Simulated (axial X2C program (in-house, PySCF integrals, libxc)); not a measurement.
# Linear SGaS at several levels

How do method and spin–orbit coupling move the bonds and stretches of SGaS, held linear?

The runs use an in-house X2C program for linear molecules on PySCF integrals; all-electron X2C, two-component (2c) or spin-free, S dyall-av3z, Ga dyall-v3z.

All values are calculated.

2 further runs of the same task are left out: 2 set aside as unsound or not needed.

### Step 1. The job

File task.json:

```json
{"zs": [16, 31, 16], "q": 0, "bas": ["dyall-av3z", "dyall-v3z", "dyall-av3z"], "r0": [2.11, 2.11], "symm": 1, "scan": ["PBE0", "HF", "B3LYP"], "levels": ["PBE0", "HF", "PBE"], "nst": 2}
```

Keys: zs atomic numbers; q charge; bas basis sets; r0 starting distance in Å; symm equal bonds; scan levels of the two-bond scan; levels methods; nst determinants followed.

Launch:

```bash
$ python solin.py task.json out
```

Masses S 31.972, Ga 68.926, S 31.972 u.

### Step 2. Scan at PBE0, 2c

State: Ω = 3/2 (beyond evenly filled blocks: ω = 3/2). Energies above the lowest point, from the job's result record:

| r(S–Ga) (Å) | r(Ga–S) (Å) | E (meV) |
| --- | --- | --- |
| 2.0026 | 2.0026 | 68.67 |
| 2.0026 | 2.0540 | 29.06 |
| 2.0026 | 2.1053 | 35.64 |
| 2.0540 | 2.0026 | 29.06 |
| 2.0540 | 2.0540 | 0.00 |
| 2.0540 | 2.1053 | 16.83 |
| 2.0540 | 2.1567 | 67.91 |
| 2.1053 | 2.0026 | 35.64 |
| 2.1053 | 2.0540 | 16.83 |
| 2.1053 | 2.1053 | 43.96 |
| 2.1567 | 2.0540 | 67.91 |
| 2.1567 | 2.1567 | 176.40 |

A quadratic surface with cubic terms in each bond gives the minimum at 2.058 and 2.058 Å, force constants 2.74, 2.74 and coupling 0.62 mdyn/Å.

### Step 3. Scan at B3LYP, 2c

State: Ω = 3/2 (beyond evenly filled blocks: ω = 3/2). Energies above the lowest point, from the job's result record:

| r(S–Ga) (Å) | r(Ga–S) (Å) | E (meV) |
| --- | --- | --- |
| 2.0026 | 2.0026 | 103.13 |
| 2.0026 | 2.0540 | 47.32 |
| 2.0026 | 2.1053 | 39.59 |
| 2.0540 | 2.0026 | 47.32 |
| 2.0540 | 2.0540 | 0.00 |
| 2.0540 | 2.1053 | 0.45 |
| 2.0540 | 2.1567 | 37.26 |
| 2.1053 | 2.0026 | 39.59 |
| 2.1053 | 2.0540 | 0.45 |
| 2.1053 | 2.1053 | 8.94 |
| 2.1567 | 2.0540 | 37.26 |
| 2.1567 | 2.1567 | 105.73 |

A quadratic surface with cubic terms in each bond gives the minimum at 2.075 and 2.075 Å, force constants 2.61, 2.61 and coupling 0.49 mdyn/Å.

### Step 4. Scan at PBE0, spin-free

State: M_S = 1/2, Λ = 1 (beyond evenly filled blocks: π+α, π+β, π-α). Energies above the lowest point, from the job's result record:

| r(S–Ga) (Å) | r(Ga–S) (Å) | E (meV) |
| --- | --- | --- |
| 2.0026 | 2.0026 | 67.95 |
| 2.0026 | 2.0540 | 28.69 |
| 2.0026 | 2.1053 | 35.59 |
| 2.0540 | 2.0026 | 28.69 |
| 2.0540 | 2.0540 | 0.00 |
| 2.0540 | 2.1053 | 17.17 |
| 2.0540 | 2.1567 | 68.57 |
| 2.1053 | 2.0026 | 35.59 |
| 2.1053 | 2.0540 | 17.17 |
| 2.1053 | 2.1053 | 44.66 |
| 2.1567 | 2.0540 | 68.57 |
| 2.1567 | 2.1567 | 177.77 |

A quadratic surface with cubic terms in each bond gives the minimum at 2.057 and 2.057 Å, force constants 2.74, 2.74 and coupling 0.62 mdyn/Å.

### Step 5. The levels side by side

| level | r(S–Ga) (Å) | r(Ga–S) (Å) | lower stretch (cm⁻¹) | upper stretch (cm⁻¹) |
| --- | --- | --- | --- | --- |
| PBE0, 2c | 2.058 | 2.058 | 422.2 | 465.2 |
| B3LYP, 2c | 2.075 | 2.075 | 405.6 | 466.6 |
| PBE0, spin-free | 2.057 | 2.057 | 422.4 | 465.4 |
| B3LYP, spin-free | 2.074 | 2.074 | 405.9 | 466.7 |

Scans not shown above were run alike.

What this shows: Over the levels the S–Ga bond spans 2.057 to 2.075 Å and the Ga–S bond 2.057 to 2.075 Å. At PBE0 spin–orbit coupling leaves both bonds unchanged to 0.001 Å. Each state is one determinant, the lowest of a limited PBE0 search; the stretches come from a fit to few points and are good to some per cent at best. The stretches are sorted by size, and where the two bonds are alike the symmetric and antisymmetric modes can swap order between levels. The molecule was held linear; bending was not examined, so a bent shape may lie lower. Note: functional without a current term on a determinant with orbital currents, of the molecule or an atom.
